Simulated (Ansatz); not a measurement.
**CAlFO₂: one species, many methods**

Aim: compute CAlFO₂ with functionals from several rungs and with coupled cluster. The yardstick is the atomisation energy at the CCSD(T) limit.

The runs use Ansatz 0.2.0, Gaussian basis; functionals in def2-TZVPP, the program's frozen cores in correlated methods.

The runs, in order: LDA (SPW92), PBE-D4, revPBE-D4, BLYP-D4, r2SCAN-D4, B97M-V, PBE0-D4, B3LYP-D4, r2SCANh-D4, r2SCAN0-D4, HSE06-D4, BHLYP-D4, CAM-B3LYP-D4, LC-ωPBE, ωB97X-V, ωB97M-V, B2PLYP, PBE-QIDH; CCSD(T)/def2-SVP; CCSD(T)/def2-TZVPP; MP2/def2-QZVPP; extrapolation to the limit; RPA on PBE.

## Step 1: Structure used throughout

The geometry comes from an earlier relaxation with PBE0-D4 in a triple-zeta def2 set; it is a stationary point.

SMILES `O=[C]1[O][Al]1[F]`, 5 atoms, charge 0, spin multiplicity 1.

Atoms are counted from 1 here; the program's logs count them from 0.

Bond lengths: O1–C2 1.173 Å, C2–O3 1.371 Å, C2–Al4 1.909 Å, O3–Al4 1.746 Å, Al4–F5 1.632 Å. Angles: O1–C2–O3 130.3°, O1–C2–Al4 167.9°, O3–C2–Al4 61.8°, C2–O3–Al4 74.5°, C2–Al4–O3 43.8°, C2–Al4–F5 179.2°, O3–Al4–F5 135.4°.

## Step 2: LDA

This LDA is Slater exchange with PW92 correlation.

The input, in.yaml:

```yaml
crystal:
  periodic: [false, false, false]
  atoms:
    - {symbol: O, position_ang: [1.293542, -1.110146, 1.376732]}
    - {symbol: C, position_ang: [0.600873, -0.527848, 0.629708]}
    - {symbol: O, position_ang: [-0.304642, -0.995134, -0.287017]}
    - {symbol: Al, position_ang: [-0.355708, 0.744697, -0.424662]}
    - {symbol: F, position_ang: [-1.184164, 1.814830, -1.336161]}
basis:
  gaussian: {orbitals: def2-TZVPP}
hamiltonian: {xc: lda}
output: {orbitals: {seedname: orbitals}}
```

Command:

```bash
$ ansatz run in.yaml --threads 2 --pin off --events-out ev --progress --plain --max-ram 4352MiB
```

The runs that follow: PBE-D4 (GGA); revPBE-D4 (GGA); BLYP-D4 (GGA); r2SCAN-D4 (meta-GGA); B97M-V (meta-GGA); B3LYP-D4 (hybrid); r2SCANh-D4 (hybrid); r2SCAN0-D4 (hybrid); HSE06-D4 (hybrid); BHLYP-D4 (hybrid); CAM-B3LYP-D4 (range-separated); LC-ωPBE (range-separated); ωB97X-V (range-separated); ωB97M-V (range-separated); B2PLYP (double hybrid); PBE-QIDH (double hybrid); CCSD(T) in def2-SVP; CCSD(T) in def2-TZVPP; MP2 in def2-QZVPP; RPA on PBE orbitals.

**Question.** What will the summary of the whole plan be? Wanted: atomisation energy, CCSD(T)/CBS; farthest beyond LDA; mean size of error, GGA; mean size of error, meta-GGA; mean size of error, hybrid; mean size of error, range-separated; mean size of error, double hybrid; gap, smallest and largest; T1 diagnostic.

As calculated:

| quantity | value |
| --- | --- |
| atomisation energy, CCSD(T)/CBS | 2256.1 kJ/mol |
| functionals within 11.3 kJ/mol (0.5 %) | PBE0-D4, HSE06-D4, CAM-B3LYP-D4, LC-ωPBE, ωB97X-V, ωB97M-V |
| farthest beyond LDA | BHLYP-D4 (-193.6 kJ/mol) |
| mean size of error, GGA | 67.6 kJ/mol |
| mean size of error, meta-GGA | 23.4 kJ/mol |
| mean size of error, hybrid | 55.2 kJ/mol |
| mean size of error, range-separated | 5.2 kJ/mol |
| mean size of error, double hybrid | 27.0 kJ/mol |
| gap, smallest and largest | 3.04 eV (BLYP-D4), 9.60 eV (LC-ωPBE) |
| T1 diagnostic | 0.0205 |
| triples share of the correlation energy | 4.2 % |

The LDA atomisation energy is off by 482.1 kJ/mol (21 %): it overbinds. PBE-D4 is off by +128.4 kJ/mol. Double hybrids carry the basis error of their MP2 part in triple zeta, and no dispersion term here, so their miss is partly the set-up's. By mean error the best rung here is range-separated (5.2 kJ/mol) and the worst beyond LDA is GGA (67.6 kJ/mol). RPA and LDA stand outside this count. The reference freezes the cores and leaves out relativity and excitations past (T), so misses under about 11.3 kJ/mol can't be ranked. Hartree-Fock recovers 62 % of the binding; the rest is correlation. CCSD(T) in def2-SVP is off by -162.0 kJ/mol, more than most functionals: a good method in a small basis is no reference. Orbital gaps span 3.0 to 9.6 eV; exact exchange widens them. The T1 diagnostic, 0.021, is a little above the customary 0.02.
